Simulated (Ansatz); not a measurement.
# Si: the cost of one run

Program: Ansatz 0.2.0. Level of theory: DFT r2SCAN, scalar-relativistic, plane waves, PAW. These are calculated values, not measurements.

### Step 1. The structure to begin with

The structure is hexagonal, space group P6/mmm (No. 191). The conventional cell has a = 2.621 Å, b = 2.621 Å, c = 2.466 Å, α = 90.00°, β = 90.00°, γ = 120.00°. Si (site symmetry 6/mmm) is surrounded by 8 Si at 2.47 to 2.62 Å.

As a file:

```xyz
1
Lattice="2.6205 0.0000 0.0000 -1.3103 2.2695 0.0000 0.0000 0.0000 2.4664" Properties=species:S:1:pos:R:3 pbc="T T T"
Si    0.0000    0.0000    0.0000
```

It goes back to an entry of the Materials Project, which need not be the stable form.

No relaxation comes first: the listed cell is the starting point.

### Step 2. Zero of energy

Reference values: F = -638.6284 eV; pressure 2.03 GPa; largest force 0.000 eV/Å; gap on the mesh none (metal). It was computed beforehand with the settings of the runs below.

### Step 3. The scan: energy and stress against strain

The cell is strained by ε times the Voigt pattern (0, 1, 0, 0, 0, 0) (xx, yy, zz, yz, xz, xy; engineering shear), with fractional coordinates fixed (clamped ions). The stress on the pattern is the sum of the stress components weighted by it, tension positive.

### Step 4. ε = -0.1500

input.yaml reads:

```yaml
crystal:
  lattice:
    - [2.6205428149, 0.0, 0.0]
    - [-1.3102714075, 1.929038152, 0.0]
    - [0.0, 0.0, 2.46635439]
  atoms:
    - { symbol: Si, position: [0.0, 0.0, 0.0] }
basis:
  ecutwfc: 500
kpoints:
  mp_grid: { grid: [24, 24, 20] }
hamiltonian:
  xc: r2scan
scf:
  occupations: { method: gaussian, width: 0.15 }
output:
  forces: true
  stress: true
  eigenvalues: true
```

Launch:

```
> ansatz run input.yaml --threads 1 --pin off --max-ram 2560MiB --backend cpu --events-out ev --progress --plain --runs-dir out
```

**Question.** How long does this run take on 1 thread of Intel Xeon at 2.70GHz, shared host, and how much memory does it need?

About 15 s, with a peak of 0.55 GiB.
